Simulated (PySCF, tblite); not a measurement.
**C5H8Ge2: geometry, infrared bands and NMR shifts**

Wanted: the infrared bands and NMR shifts of C5H8Ge2 (`C#C[C@H]1C=[CH][GeH2][GeH2]1`), by calculation.

Programs: tblite 0.8.0 and PySCF 2.14.0, with density-fitted response routines of our own. Each step states its level of theory. These are calculated values for one molecule in the gas phase, unless marked as measured. Atoms are numbered from 0 throughout.

### Step 1. The starting structure

15 atoms, charge 0, multiplicity 1; geometry from: force field or distance geometry start.

Bonds of the start (Å): C0–C1 1.19, C1–C2 1.48, C2–C3 1.50, C3–C4 1.35, C4–Ge5 1.92, Ge5–Ge6 2.34, Ge6–C2 1.95, C0–H7 1.06, C2–H8 1.11, C3–H9 1.10, C4–H10 1.08, Ge5–H11 1.55, Ge5–H12 1.55, Ge6–H13 1.55, Ge6–H14 1.55.

### Step 2. Geometry optimisation with GFN2-xTB

What the job is given:

```
{"job": {"kind": "relax", "xc": "GFN2-xTB", "basis": "xTB"}, "charge": 0, "multiplicity": 1}
C     -3.042600     0.601900     0.190100
C     -1.862400     0.776300     0.148200
C     -0.397600     0.971800     0.121400
C      0.230000     0.349700     1.333300
C      1.134800    -0.652600     1.284900
Ge     1.681100    -1.323300    -0.428500
Ge     0.303500     0.212100    -1.531300
H     -4.092600     0.462700     0.224000
H     -0.190300     2.061400     0.123200
H     -0.066100     0.710200     2.325100
H      1.553800    -1.072800     2.183300
H      1.219800    -2.789500    -0.636800
H      3.183200    -1.047800    -0.681600
H     -0.789200    -0.510000    -2.358300
H      1.130200     1.257800    -2.319000
```

Started as:

```bash
$ OMP_NUM_THREADS=1 python probes_run.py task.json out
```

The driver reads the jobs from task.json and runs them one after another.

**Question.** This job is followed by: GFN2-xTB harmonic vibrations, gas phase; GIAO PBE0/pcSseg-1 NMR shielding, non-relativistic, gas phase. Predict these results of the whole session: strongest single infrared mode (GFN2-xTB); zero-point energy (GFN2-xTB); 13C shifts against TMS (PBE0/pcSseg-1); 1H shifts against TMS (PBE0/pcSseg-1); 73Ge shifts against GeMe4 (PBE0/pcSseg-1).

As calculated:

```
                                 quantity                                               value
strongest single infrared mode (GFN2-xTB)                               1981 cm⁻¹, 927 km/mol
             zero-point energy (GFN2-xTB)                                       59.9 kcal/mol
   13C shifts against TMS (PBE0/pcSseg-1)                  158.0, 134.2, 89.7, 76.8, 28.7 ppm
    1H shifts against TMS (PBE0/pcSseg-1)  7.03, 6.44, 4.37, 4.29, 4.22, 4.05, 3.37, 1.68 ppm
73Ge shifts against GeMe4 (PBE0/pcSseg-1)                                      -206, -221 ppm
```

**Reading.** Over 42 steps the energy fell by 0.330 eV; of the close pairs, C2–Ge6 changed most, 1.949 to 2.017 Å. No mode is imaginary among the 39: a minimum at this level. The strongest single mode, at 1981 cm⁻¹, moves mainly H13. GFN2-xTB is a fitted tight-binding method: band positions and strengths are rough. Its intensities can rank the bands wrongly. At PBE0/pcSseg-1: Shielding is most anisotropic at C1 (span 309 ppm, paramagnetic term -167 ppm). Spin-orbit coupling is left out, which matters for shieldings and couplings at and beside the heavy atoms.
